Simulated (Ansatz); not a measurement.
# CHFGa+ (triplet): wave-function methods side by side, cc-pVDZ

One table from this session's results is given with a row withheld; the runs are named, their logs left out.

Program: Ansatz 0.2.0, Gaussian basis. Level of theory: cc-pVDZ, core rule «outside noble gas», up to 16 orbitals frozen. These are calculated values, not measurements.

The runs, in order: UHF; CCSD(T) on ROHF; CCSD(T) on UHF; BCCD(T) on ROHF; CISD; CCSDT(Q) on ROHF; CCSDT(Q) on UHF; CASSCF and NEVPT2, 10 electrons in 10 orbitals.

24 further runs of the same task are left out: 2 for a mislabelled method, 10 that didn't finish, 12 set aside as unsound or not needed.

## The geometry

The geometry is a PBE0/def2-TZVP stationary point (not a proven minimum) of the parent state, kept for this charge and spin. No spin-orbit coupling is included. The filled d shell of Ga may be among the frozen orbitals whatever the setting's name suggests; the logs give the count.

4 atoms, charge 1, spin multiplicity 3.

Atoms are counted from 1 here; the program's logs count them from 0.

Bond lengths: F1–C2 1.327 Å, C2–Ga3 1.961 Å, C2–H4 1.089 Å. Angles: F1–C2–Ga3 122.0°, F1–C2–H4 112.6°, Ga3–C2–H4 125.4°.

Set-up of the first run:

File in.yaml:

```yaml
crystal:
  periodic: [false, false, false]
  atoms:
    - {symbol: F, position_ang: [0.000000, -0.336661, 2.093920]}
    - {symbol: C, position_ang: [0.000000, 0.539280, 1.097638]}
    - {symbol: Ga, position_ang: [0.000000, -0.023872, -0.780573]}
    - {symbol: H, position_ang: [0.000000, 1.570868, 1.447830]}
basis:
  gaussian: {orbitals: cc-pVDZ}
total_charge: 1
magnetization: {spin_polarized: true, initial_magnetization: 2}
hamiltonian: {xc: hf}
output: {orbitals: {seedname: orbitals}}
```

Started as:

```console
> ansatz run in.yaml --threads 1 --pin off --events-out ev --progress --plain --max-ram 2393MiB
```

Among the steps run: UHF; CCSD(T) on ROHF; CCSD(T) on UHF; BCCD(T) on ROHF; CISD; CCSDT(Q) on ROHF; CCSDT(Q) on UHF; CASSCF and NEVPT2, 10 electrons in 10 orbitals.

One table of the session follows, with a row left open; its other results are not shown here.

It belongs to the step «Misses and costs». 

```
   method  from UCCSDT(Q) (kcal/mol)
     ROHF                    +228.33
      UHF                    +222.00
     RMP2                     +21.46
     UMP2                     +22.55
    RCCSD                          ?
    UCCSD                      +6.92
 RCCSD(T)                      +1.44
 UCCSD(T)                      +1.27
  BCCD(T)                      +1.43
   RCCSDT                      +0.79
   UCCSDT                      +0.53
RCCSDT(Q)                      +0.37
UCCSDT(Q)                          0
```

**Question.** Estimate the row for RCCSD.

**Answer.** from UCCSDT(Q) (kcal/mol): +7.43. In the column «from UCCSDT(Q) (kcal/mol)» it lies between UCCSD (+6.92) and RMP2 (+21.46).

Not comparable, so not listed: CISD (they don't share determinant, frozen orbitals or solution with the rows shown, or repeat one).

To keep in mind: Left out of the table: CASSCF frontier, NEVPT2 frontier (the active space lost an orbital or holds another state than full CI finds). Restricted and unrestricted rows rest on different reference determinants; where their highest levels disagree by more than a few hundredths of an eV, they describe different states and don't form one ladder. Warnings in the runs' records: passed over end.
